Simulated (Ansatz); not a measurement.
# Al3InAs4: the cost of one run

Method: DFT PBE, scalar-relativistic, plane waves, PAW, in Ansatz 0.2.0.

## (1) The structure to begin with

Symmetry: Amm2, No. 38, orthorhombic system. Conventional cell: a = 3.901 Å, b = 7.801 Å, c = 11.032 Å, α = 90.00°, β = 90.00°, γ = 90.00°. Al (site symmetry mm2) is surrounded by 4 As at 2.39 Å. Al (site symmetry m) has 4 As at 2.39 Å as nearest neighbours. In (site symmetry mm2) is surrounded by 4 As at 2.39 Å. Around As (site symmetry m) lie 3 Al at 2.39 Å and 1 In at 2.39 Å. As (site symmetry mm2) is surrounded by 2 In at 2.39 Å and 2 Al at 2.39 Å. Around As (site symmetry mm2) lie 4 Al at 2.39 Å.

Coordinates:

```
CELL_PARAMETERS angstrom
3.90053 0.00000 0.00000
0.00000 3.90053 5.51618
0.00000 -3.90053 5.51618
ATOMIC_POSITIONS crystal
Al 0.00000 0.00000 0.00000
Al 0.50000 0.50000 0.00000
Al 0.50000 0.00000 0.50000
In 0.00000 0.50000 0.50000
As 0.00000 0.87500 0.37500
As 0.50000 0.37500 0.37500
As 0.00000 0.37500 0.87500
As 0.50000 0.87500 0.87500
```

The start is an ordering of an alloy on its end members' structure types: elements ordered on the sites of the InAs type, Al/In on In (Amm2, No. 38).

## (2) The guess as it stands, on a coarse mesh

File input.yaml:

```yaml
crystal:
  lattice:
    - [3.9005255, 0.0, 0.0]
    - [0.0, 3.9005255, 5.51617606]
    - [0.0, -3.9005255, 5.51617606]
  atoms:
    - { symbol: Al, position: [0.0, 0.0, 0.0] }
    - { symbol: Al, position: [0.5, 0.5, 0.0] }
    - { symbol: Al, position: [0.5, 0.0, 0.5] }
    - { symbol: In, position: [0.0, 0.5, 0.5] }
    - { symbol: As, position: [0.0, 0.875, 0.375] }
    - { symbol: As, position: [0.5, 0.375, 0.375] }
    - { symbol: As, position: [0.0, 0.375, 0.875] }
    - { symbol: As, position: [0.5, 0.875, 0.875] }
basis:
  ecutwfc: 420
kpoints:
  mp_grid: { grid: [4, 4, 4] }
hamiltonian:
  xc: pbe
scf:
  occupations: { method: gaussian, width: 0.1 }
  lower_state_search: "off"
output:
  forces: true
  stress: true
  eigenvalues: true
```

On the command line:

```sh
ansatz run input.yaml --threads 1 --pin off --max-ram 2560MiB --backend cpu --events-out ev --progress --plain --runs-dir out
```

What time and memory should one allow on 1 thread of Intel Xeon at 2.50GHz (Skylake/Cascade Lake), shared host?

About 28 s, with a peak of 0.46 GiB.
